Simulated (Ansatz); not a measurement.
**TiH (sextet): from Hartree-Fock to the top rungs, def2-TZVPP**

The task here is to estimate one member of a computed series from the others.

Computed with Ansatz 0.2.0, Gaussian basis. Level: def2-TZVPP, core rule «outside noble gas», up to 9 orbitals frozen.

The runs, in order: UHF; ROHF; CCSD(T) on UHF.

## What is computed

The geometry is a PBE0/def2-TZVP stationary point (not a proven minimum) of the parent state, kept for this charge and spin.

2 atoms, charge 0, spin multiplicity 6.

Atoms are counted from 1 here; the program's logs count them from 0.

Bond lengths: Ti1–H2 1.754 Å.

Geometry (Å):

```xyz
2
charge 0, multiplicity 6
Ti    0.00000    0.00000    0.00000
H     0.00000    0.00000    1.75397
```

Set-up of the first run:

Contents of in.yaml:

```yaml
crystal:
  periodic: [false, false, false]
  atoms:
    - {symbol: Ti, position_ang: [0.000000, 0.000000, 0.000000]}
    - {symbol: H, position_ang: [0.000000, 0.000000, 1.753968]}
basis:
  gaussian: {orbitals: def2-TZVPP}
magnetization: {spin_polarized: true, initial_magnetization: 5}
hamiltonian: {xc: hf}
output: {orbitals: {seedname: orbitals}}
```

Run with:

```console
$ ansatz run in.yaml --threads 1 --pin off --events-out ev --progress --plain --max-ram 2816MiB --backend cpu
```

Among the steps run: UHF; ROHF; CCSD(T) on UHF.

One table of the session follows, with a row left open; its other results are not shown here.

It belongs to the step «Misses and costs». 

| method | from UCCSD(T) (meV) |
| --- | --- |
| ROHF | +1459.3 |
| UHF | ? |
| UMP2 | +342.0 |
| UCCSD | +37.4 |
| UCCSD(T) | 0 |

Q: Estimate the row for UHF from the others.

**Answer.** from UCCSD(T) (meV): +1359.4. In the column «from UCCSD(T) (meV)» it lies between UMP2 (+342.0) and ROHF (+1459.3).
